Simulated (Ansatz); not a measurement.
# Si2BH4OF: geometry optimisation

Aim: relax Si2BH4OF at this level.

Method: RHF/def2-SVPD; program: Ansatz 0.2.0.

## Step 1: Where the work starts

SMILES `FB1O[SiH2][SiH2]1`, 9 atoms, charge 0, spin multiplicity 1.

Atoms are counted from 1 here; the program's logs count them from 0.

Bond lengths: F1–B2 1.339 Å, B2–O3 1.368 Å, B2–Si5 2.065 Å, O3–Si4 1.770 Å, Si4–Si5 2.347 Å, Si4–H6 1.501 Å, Si4–H7 1.501 Å, Si5–H8 1.502 Å, Si5–H9 1.502 Å. Angles: F1–B2–O3 120.9°, F1–B2–Si5 134.2°, O3–B2–Si5 104.9°, B2–O3–Si4 104.1°, O3–Si4–Si5 82.7°, O3–Si4–H6 107.8°, O3–Si4–H7 107.9°, Si5–Si4–H6 121.3°, Si5–Si4–H7 121.4°, H6–Si4–H7 109.9°, B2–Si5–Si4 68.3°, B2–Si5–H8 118.4°, B2–Si5–H9 118.8°, Si4–Si5–H8 117.3°, Si4–Si5–H9 117.7°, H8–Si5–H9 110.7°.

Geometry (Å):

```xyz
9
charge 0, multiplicity 1
F    -1.27652   -2.02680    1.32088
B    -0.63009   -0.99573    0.76207
O    -0.12849    0.01860    1.53129
Si    0.60935    1.12177    0.36007
Si   -0.14051   -0.48510   -1.17779
H    -0.07189    2.45304    0.49099
H     2.06419    1.25483    0.70527
H     0.90250   -1.29841   -1.88934
H    -1.24014   -0.08850   -2.12054
```

## Step 2: Relaxation

input.yaml reads:

```yaml
crystal:
  periodic: [false, false, false]
  atoms:
    - { symbol: F, position_ang: [-1.276517, -2.026804, 1.32088] }
    - { symbol: B, position_ang: [-0.630094, -0.995726, 0.762072] }
    - { symbol: O, position_ang: [-0.128488, 0.018604, 1.531285] }
    - { symbol: Si, position_ang: [0.609348, 1.121768, 0.360074] }
    - { symbol: Si, position_ang: [-0.140511, -0.485103, -1.17779] }
    - { symbol: H, position_ang: [-0.071889, 2.453041, 0.490994] }
    - { symbol: H, position_ang: [2.064191, 1.254832, 0.705269] }
    - { symbol: H, position_ang: [0.9025, -1.298411, -1.889344] }
    - { symbol: H, position_ang: [-1.240141, -0.088501, -2.12054] }
basis:
  gaussian: { orbitals: def2-SVPD }
hamiltonian:
  xc: hf
output:
  forces: true
relax:
  f_tol: 0.003
  max_steps: 120
```

Started as:

```console
ansatz run input.yaml --threads 1 --pin off --max-ram 2560MiB --backend cpu --events-out ev --progress --plain --runs-dir out
```

Q: Predict the outcome of this session. Wanted: energy gained; root mean square move; dipole moment.

The runs gave:

| quantity | value |
| --- | --- |
| energy gained | 0.0827 eV |
| root mean square move | 0.027 Å |
| dipole moment | 2.55 D |

Bond lengths: F1–B2 1.316 Å, B2–O3 1.347 Å, B2–Si5 2.075 Å, O3–Si4 1.722 Å, Si4–Si5 2.359 Å, Si4–H6 1.477 Å, Si4–H7 1.477 Å, Si5–H8 1.481 Å, Si5–H9 1.481 Å. Angles: F1–B2–O3 121.3°, F1–B2–Si5 136.1°, O3–B2–Si5 102.6°, B2–O3–Si4 107.8°, O3–Si4–Si5 81.6°, O3–Si4–H6 109.3°, O3–Si4–H7 109.3°, Si5–Si4–H6 121.0°, Si5–Si4–H7 121.0°, H6–Si4–H7 109.6°, B2–Si5–Si4 68.0°, B2–Si5–H8 118.2°, B2–Si5–H9 118.2°, Si4–Si5–H8 118.3°, Si4–Si5–H9 118.3°, H8–Si5–H9 110.4°. No frequencies were computed here.
